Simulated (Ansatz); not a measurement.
# HfRu: stress in a strained cell

Aim: deform HfRu (zz strain of -1 %) and compute stress, forces and field gradients with LAPW, PAW and all-electron datasets made for the crystal.

Computed with Ansatz 0.2.0 (DFT PBEsol, scalar-relativistic, unless a step's input says otherwise).

## Step 1: The structure to begin with

Symmetry: Pm-3m, No. 221, cubic system. Conventional cell: a = 3.225 Å, b = 3.225 Å, c = 3.225 Å, α = 90.00°, β = 90.00°, γ = 90.00°. Around Hf (site symmetry m-3m) lie 8 Ru at 2.79 Å. Ru (site symmetry m-3m) has 8 Hf at 2.79 Å as nearest neighbours.

Structure file:

```cif
data_structure
_symmetry_space_group_name_H-M 'Pm-3m'
_symmetry_Int_Tables_number 221
_cell_length_a 3.2250
_cell_length_b 3.2250
_cell_length_c 3.2250
_cell_angle_alpha 90.000
_cell_angle_beta 90.000
_cell_angle_gamma 90.000
_cell_volume 33.54
loop_
_atom_site_label
_atom_site_type_symbol
_atom_site_symmetry_multiplicity
_atom_site_Wyckoff_symbol
_atom_site_fract_x
_atom_site_fract_y
_atom_site_fract_z
_atom_site_occupancy
Hf1 Hf 1 a 0.00000 0.00000 0.00000 1
Ru1 Ru 1 b 0.50000 0.50000 0.50000 1
```

The file gives the conventional cell by its symmetry; the runs use the cell typed in the input.

Atoms are numbered in the order of the input: Hf1, Ru2.

## Step 2: The deformed structure

Space group Pm-3m before, P4/mmm after.

## Step 3: Full-potential LAPW

Contents of input.yaml:

```yaml
crystal:
  lattice:
    - [3.225, 0.0, 0.0]
    - [0.0, 3.225, 0.0]
    - [0.0, 0.0, 3.19275]
  atoms:
    - { symbol: Hf, position: [0.0, 0.0, 0.0] }
    - { symbol: Ru, position: [0.5, 0.5, 0.5] }
kpoints:
  mp_grid: { grid: [11, 11, 11] }
  band_path:
    path:
      - [0.0, 0.0, 0.0]
      - [0.0, 0.5, 0.0]
      - [0.5, 0.5, 0.0]
      - [0.0, 0.0, 0.0]
      - [0.0, 0.0, 0.5]
      - [0.0, 0.5, 0.5]
      - [0.5, 0.5, 0.5]
      - [0.0, 0.0, 0.5]
      - [0.0, 0.5, 0.0]
    npoints: 5
scf:
  occupations: { method: fermi_dirac, width: 0.08 }
hamiltonian:
  xc: pbesol
  pseudopotentials: { kind: all_electron, lapw: { basis_error: 0.0005 } }
output:
  forces: true
  stress: true
  eigenvalues: true
```

The run is started by

```sh
$ ansatz run input.yaml --threads 1 --pin off --max-ram 3072MiB --backend cpu --events-out ev --progress --plain --runs-dir out
```

## Step 4: PAW on the default files

Contents of input.yaml:

```yaml
crystal:
  lattice:
    - [3.225, 0.0, 0.0]
    - [0.0, 3.225, 0.0]
    - [0.0, 0.0, 3.19275]
  atoms:
    - { symbol: Hf, position: [0.0, 0.0, 0.0] }
    - { symbol: Ru, position: [0.5, 0.5, 0.5] }
kpoints:
  mp_grid: { grid: [11, 11, 11] }
scf:
  occupations: { method: fermi_dirac, width: 0.08 }
hamiltonian:
  xc: pbesol
  pseudopotentials: { kind: paw }
output:
  forces: true
  stress: true
  eigenvalues: true
  efg: { contact_densities: true }
  write_density: true
  write_potential: true
  elf: true
  volumetric_format: npy
```

## Step 5: Datasets made for this crystal

input.yaml, as its differences from that of step 4:

```diff
@@ -14,3 +14,3 @@
   xc: pbesol
-  pseudopotentials: { kind: paw }
+  pseudopotentials: { kind: all_electron, datasets: crystal }
 output:
@@ -20,5 +20 @@
   efg: { contact_densities: true }
-  write_density: true
-  write_potential: true
-  elf: true
-  volumetric_format: npy
```

(Steps that only read results are left out.)

What does the calculation give? Wanted: pressure; largest shear or deviatoric stress.

**Answer**, as computed:

```
                                 quantity                                              value
                                 pressure  LAPW -0.98, PAW -0.99, crystal datasets -0.98 GPa
largest shear or deviatoric stress (LAPW)                                           1.81 GPa
```

What this shows: The largest part of the stress beyond the pressure is 1.81 GPa in size, in the zz component; the atoms are carried along and not relaxed. No run of the undeformed cell stands beside it, so the pressure holds what the given cell had before the change. PAW: stress within 0.01 GPa of LAPW. Crystal datasets: stress within 0.01 GPa of LAPW. Spin-orbit coupling is left out, though the cell holds Hf; in elements this heavy it can shift bands and gaps by tenths of an eV.
